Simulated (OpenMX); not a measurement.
Wanted: the native input for an OpenMX 3.8.5 run.

```yaml
Task: band structure
Functional: PBE
Potentials_or_basis: OpenMX 2013 PBE set, Hf7.0-s3p2d2f1, In7.0-s3p2d2, Si7.0-s2p2d1, O6.0-s2p2d1, grid cutoff 500 Ry
k_mesh: 7 × 7 × 3
Occupations: fermi-dirac, width 0.05 eV
Spin: no spin polarisation
Mixing_scheme: rmm-diisk
SCF_threshold: 1e-08 Ha
Solver: band
Max_SCF_cycles: 100
```

Crystal: HfIn4SiO6.

```
Hf In Si O
1.0
     5.27743    0.00000    0.00000
    -2.63872    4.57039    0.00000
     0.00000    0.00000   10.55905
Hf In Si O
1 4 1 6
Direct
  0.66667 0.33333 0.00000
  0.00000 0.00000 0.30446
  0.00000 0.00000 0.69554
  0.33333 0.66667 0.78919
  0.33333 0.66667 0.21081
  0.00000 0.00000 0.00000
  0.97300 0.70496 0.89972
  0.29504 0.02700 0.10028
  0.29504 0.26804 0.89972
  0.73196 0.70496 0.10028
  0.73196 0.02700 0.89972
  0.97300 0.26804 0.10028
```

The cell was built by a generator and needn't be a form met in nature.

These files were run (other wordings do the same):

HfIn4SiO6.dat

```
System.CurrrentDirectory             ./
System.Name                          HfIn4SiO6
DATA.PATH                            ./DFT_DATA13
level.of.stdout                      1
level.of.fileout                     0
Species.Number                       4
<Definition.of.Atomic.Species
  Hf  Hf7.0-s3p2d2f1         Hf_PBE13
  In  In7.0-s3p2d2           In_PBE13
  Si  Si7.0-s2p2d1           Si_PBE13
  O   O6.0-s2p2d1            O_PBE13
Definition.of.Atomic.Species>

Atoms.Number                         12
Atoms.SpeciesAndCoordinates.Unit     FRAC
<Atoms.SpeciesAndCoordinates
    1  Hf    0.6666700000    0.3333300000    0.0000000000   6.000  6.000
    2  In    0.0000000000    0.0000000000    0.3044600000   6.500  6.500
    3  In    0.0000000000    0.0000000000    0.6955400000   6.500  6.500
    4  In    0.3333300000    0.6666700000    0.7891900000   6.500  6.500
    5  In    0.3333300000    0.6666700000    0.2108100000   6.500  6.500
    6  Si    0.0000000000    0.0000000000    0.0000000000   2.000  2.000
    7  O     0.9730000000    0.7049600000    0.8997200000   3.000  3.000
    8  O     0.2950400000    0.0270000000    0.1002800000   3.000  3.000
    9  O     0.2950400000    0.2680400000    0.8997200000   3.000  3.000
   10  O     0.7319600000    0.7049600000    0.1002800000   3.000  3.000
   11  O     0.7319600000    0.0270000000    0.8997200000   3.000  3.000
   12  O     0.9730000000    0.2680400000    0.1002800000   3.000  3.000
Atoms.SpeciesAndCoordinates>

Atoms.UnitVectors.Unit               Ang
<Atoms.UnitVectors
     5.2774300000    0.0000000000    0.0000000000
    -2.6387200000    4.5703900000    0.0000000000
     0.0000000000    0.0000000000   10.5590500000
Atoms.UnitVectors>

scf.XcType                           GGA-PBE
scf.SpinPolarization                 off
scf.ElectronicTemperature            580.226
scf.energycutoff                     500.0
scf.maxIter                          100
scf.EigenvalueSolver                 band
scf.Kgrid                            7 7 3
scf.Mixing.Type                      rmm-diisk
scf.Init.Mixing.Weight               0.05
scf.Min.Mixing.Weight                0.001
scf.Max.Mixing.Weight                0.3
scf.Mixing.History                   25
scf.Mixing.StartPulay                8
scf.criterion                        1.0e-8
scf.stress.tensor                    on
MD.Type                              nomd
Band.dispersion                      on
Band.Nkpath                          9
<Band.kpath
   12   0.000000  0.000000  0.000000    0.500000  0.000000  0.000000  G M
    7   0.500000  0.000000  0.000000    0.333333  0.333333  0.000000  M K
   14   0.333333  0.333333  0.000000    0.000000  0.000000  0.000000  K G
    5   0.000000  0.000000  0.000000    0.000000  0.000000  0.500000  G A
   12   0.000000  0.000000  0.500000    0.500000  0.000000  0.500000  A L
    7   0.500000  0.000000  0.500000    0.333333  0.333333  0.500000  L H
   14   0.333333  0.333333  0.500000    0.000000  0.000000  0.500000  H A
    5   0.500000  0.000000  0.500000    0.500000  0.000000  0.000000  L M
    5   0.333333  0.333333  0.000000    0.333333  0.333333  0.500000  K H
Band.kpath>
```

Potentials or basis: OpenMX 2013 PBE set, Hf7.0-s3p2d2f1, In7.0-s3p2d2, Si7.0-s2p2d1, O6.0-s2p2d1, grid cutoff 500 Ry.

The run is started by

```sh
$ openmx HfIn4SiO6.dat -nt 1 > HfIn4SiO6.std
```

It gave:

```yaml
Pressure: 0.4 GPa
Largest_force: 0.410 eV/Å
Band_gap_on_the_k_mesh: 0.26 eV, indirect (least direct gap 1.78 eV)
Band_gap_along_the_path: 0.21 eV, indirect (least direct gap 1.70 eV)
Mulliken_charges: Hf +0.49; In +0.23, +0.31; Si +1.31; O -0.48 e
```

Caveat: Mulliken charges move with the basis; spin-orbit coupling is left out, which moves the levels of the heavy elements; the basis of atomic orbitals isn't converged, which shifts pressures, moduli and gaps.

It took 8.6 min on 1 thread of Arm Neoverse V1, on a shared host, peak memory 2.5 GiB.
